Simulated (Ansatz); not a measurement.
# Si3Bi2TeSe2: the cost of one run

Method: DFT PBE, scalar-relativistic, plane waves, PAW, unless a step names another level, in Ansatz 0.2.0.

6 further runs of the same task are left out: 5 that didn't finish, 1 set aside as unsound or not needed.

## Step 1: The system as given

It takes space group Cm (No. 8, monoclinic). The conventional cell has a = 6.885 Å, b = 3.814 Å, c = 15.733 Å, α = 90.00°, β = 101.70°, γ = 90.00°. Around Si (site symmetry m) lie 1 Se at 2.43 Å and 2 Si at 2.58 Å. Around Si (site symmetry m) lie 5 Si at 2.39 to 2.58 Å. Si (site symmetry m) has 1 Se at 2.37 Å and 3 Si at 2.39 to 2.44 Å as nearest neighbours. Bi (site symmetry m) has 3 Se at 2.97 to 3.01 Å and 3 Te at 3.24 to 3.25 Å as nearest neighbours. Around Bi (site symmetry m) lie 3 Te at 3.16 to 3.21 Å and 2 Se at 3.21 Å. Te (site symmetry m) is surrounded by 6 Bi at 3.16 to 3.25 Å. Around Se (site symmetry m) lie 1 Si at 2.37 Å and 3 Bi at 2.97 to 3.01 Å. Se (site symmetry m) has 3 Si at 2.43 to 2.80 Å and 2 Bi at 3.21 Å as nearest neighbours.

Coordinates:

```xyz
8
Lattice="3.4426 -1.9068 0.0146 3.4426 1.9068 0.0146 -3.2551 0.0000 15.3928" Properties=species:S:1:pos:R:3 pbc="T T T"
Si    0.7464    0.0000    9.2301
Si    3.6234    0.0000    7.5959
Si   -1.0416    0.0000    6.6778
Bi    3.7248    0.0000    2.3473
Bi    2.8390    0.0000   13.1652
Te   -1.7647    0.0000   15.3901
Se    5.9366    0.0000    4.3358
Se   -1.2282    0.0000   10.6419
```

It came out lowest among 22 distinct ends of the trial cells. At a tolerance of 0.05 Å it has space group Cm (No. 8).

## Step 2: Relaxing to 0.001 eV/Å, on the response runs' mesh and smearing

Contents of input.yaml:

```yaml
crystal:
  lattice:
    - [3.4426309879, -1.9067793045, 0.0145644693]
    - [3.4426309879, 1.9067793045, 0.0145644693]
    - [-3.2550901683, 0.0, 15.3928149902]
  atoms:
    - { symbol: Si, position: [0.3915457619, 0.3915457619, 0.5988949325] }
    - { symbol: Si, position: [0.7588765632, 0.7588765632, 0.4920359429] }
    - { symbol: Si, position: [0.0537627652, 0.0537627652, 0.4337209806] }
    - { symbol: Bi, position: [0.6125302378, 0.6125302378, 0.1513319443] }
    - { symbol: Bi, position: [0.8159384873, 0.8159384873, 0.853736411] }
    - { symbol: Te, position: [0.2161809315, 0.2161809315, 0.9994164711] }
    - { symbol: Se, position: [0.9944907614, 0.9944907614, 0.2797918734] }
    - { symbol: Se, position: [0.1483315042, 0.1483315042, 0.6910714441] }
basis:
  ecutwfc: 420
kpoints:
  mp_grid: { grid: [10, 10, 2] }
hamiltonian:
  xc: pbe
scf:
  occupations: { method: gaussian, width: 0.1 }
output:
  forces: true
  stress: true
  eigenvalues: true
relax:
  adjacent_minimum: "off"
  f_tol: 0.001
  max_steps: 60
  cell: { stress_tol: 0.01 }
```

Command:

```
$ ansatz run input.yaml --threads 3 --pin off --max-ram 7680MiB --backend cpu --events-out ev --progress --plain --runs-dir out
```

Q: Estimate wall time and peak memory on 3 threads of Intel Xeon Gold 6455B (Sapphire Rapids), shared host.

About 1.9 min, with a peak of 0.91 GiB.
